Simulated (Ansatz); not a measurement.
# IrS (rocksalt): a single-point run

Aim: a sound single-point run of IrS (rocksalt). The structure is shown as the input types it.

Computed with Ansatz 0.2.0 (Kohn-Sham DFT, with the functional, basis and potentials that each input names, unless a step's input says otherwise).

## 1. The structure to begin with

The structure is cubic, space group Fm-3m (No. 225). Conventional cell: a = 4.921 Å, b = 4.921 Å, c = 4.921 Å, α = 90.00°, β = 90.00°, γ = 90.00°. Ir (site symmetry m-3m) is surrounded by 6 S at 2.46 Å. S (site symmetry m-3m) is surrounded by 6 Ir at 2.46 Å.

As a file:

```cif
data_structure
_symmetry_space_group_name_H-M 'P 1'
_symmetry_Int_Tables_number 1
_cell_length_a 3.4797
_cell_length_b 3.4797
_cell_length_c 3.4797
_cell_angle_alpha 60.000
_cell_angle_beta 60.000
_cell_angle_gamma 60.000
_cell_volume 29.79
loop_
_atom_site_label
_atom_site_type_symbol
_atom_site_fract_x
_atom_site_fract_y
_atom_site_fract_z
_atom_site_occupancy
Ir1 Ir 0.50000 0.50000 0.50000 1
S1 S 0.00000 0.00000 0.00000 1
```

## 2. Input and run

The input, input.yaml:

```yaml
crystal:
  lattice:
    - [0.0, 2.4605182162, 2.4605182162]
    - [2.4605182162, 0.0, 2.4605182162]
    - [2.4605182162, 2.4605182162, 0.0]
  atoms:
    - { symbol: Ir, position: [0.5, 0.5, 0.5] }
    - { symbol: S, position: [0.0, 0.0, 0.0] }
basis:
  ecutwfc: 500
  ecutrho_ratio: 4
kpoints:
  mp_grid: { grid: [12, 12, 12] }
hamiltonian:
  XC: r2scan
scf:
  occupations: { method: gaussian, width: 0.05 }
  max_iter: 80
output:
  forces: true
  stress: true
```

Run with:

```console
ansatz run input.yaml --threads 2 --pin off --max-ram 2662MiB --backend cpu --events-out ev --progress --plain --runs-dir out
```

**Question.** How will this run end, and is anything wrong with its input?

Nothing was computed: the input was turned down at the start. It says: «line 15 column 3: unknown field `XC`, expected one of xc, dispersion, noncollinear_xc, pseudopotentials, hubbard, deformation_potential_offset, ...»

Look at the input: hamiltonian.XC is r2scan. One keyword is written wrongly, so the input can't be read.

The cure: spell the key as the program lists it.
